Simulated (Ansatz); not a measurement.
# F₃GeH₂N: how energies converge with the basis set

How large a basis does F₃GeH₂N need? Two functionals are run in growing sets.

Program: Ansatz 0.2.0, Gaussian basis. Level of theory: one geometry, several basis sets. These are calculated values, not measurements.

The runs, in order: PBE0-D4/def2-SVP; ωB97M-V/def2-SVP; PBE0-D4/def2-QZVPP; ωB97M-V/def2-QZVPP; the functionals' def2-TZVPP values are taken from earlier runs.

## Step 1: Structure used throughout

All runs share one geometry, relaxed beforehand with PBE0-D4 in a triple-zeta def2 set.

SMILES `[NH2][Ge]([F])([F])[F]`, 7 atoms, charge 0, spin multiplicity 1.

Atoms are counted from 1 here; the program's logs count them from 0.

Bond lengths: N1–Ge2 1.784 Å, N1–H6 1.010 Å, N1–H7 1.010 Å, Ge2–F3 1.705 Å, Ge2–F4 1.705 Å, Ge2–F5 1.713 Å. Angles: Ge2–N1–H6 115.5°, Ge2–N1–H7 115.5°, H6–N1–H7 110.8°, N1–Ge2–F3 110.0°, N1–Ge2–F4 109.9°, N1–Ge2–F5 117.3°, F3–Ge2–F4 109.0°, F3–Ge2–F5 105.1°, F4–Ge2–F5 105.1°.

## Step 2: PBE0-D4 in def2-SVP

The input, in.yaml:

```yaml
crystal:
  periodic: [false, false, false]
  atoms:
    - {symbol: N, position_ang: [-0.377838, 0.531272, 0.965538]}
    - {symbol: Ge, position_ang: [0.147284, -0.409897, -0.456477]}
    - {symbol: F, position_ang: [1.156382, -1.692887, 0.035283]}
    - {symbol: F, position_ang: [-1.210924, -1.048768, -1.264750]}
    - {symbol: F, position_ang: [1.035808, 0.419209, -1.663143]}
    - {symbol: H, position_ang: [-1.053783, 1.257983, 0.780189]}
    - {symbol: H, position_ang: [0.364272, 0.874988, 1.557560]}
basis:
  gaussian: {orbitals: def2-SVP}
hamiltonian: {xc: pbe0, dispersion: d4}
output: {orbitals: {seedname: orbitals}}
```

Command:

```
$ ansatz run in.yaml --threads 4 --pin off --events-out ev --progress --plain --max-ram 10444MiB
```

After this run come: ωB97M-V in def2-SVP; PBE0-D4 in def2-QZVPP; ωB97M-V in def2-QZVPP.

Before running them: what should the planned runs give, taken together? Wanted: PBE0-D4: double and triple zeta above quadruple; ωB97M-V: double and triple zeta above quadruple.

**Answer**, as computed:

```
                                       quantity           value
PBE0-D4: double and triple zeta above quadruple  21.29, 1.81 eV
ωB97M-V: double and triple zeta above quadruple  21.44, 1.73 eV
```

PBE0-D4 gains 19.48 eV from double to triple zeta, then 1.81 eV more. These are total energies; as a rule much of such shifts cancels in differences, which this series doesn't test. The LUMO of ωB97M-V is positive and keeps falling with the basis (1.55 to 0.74 eV): an unbound level that the basis holds in place.
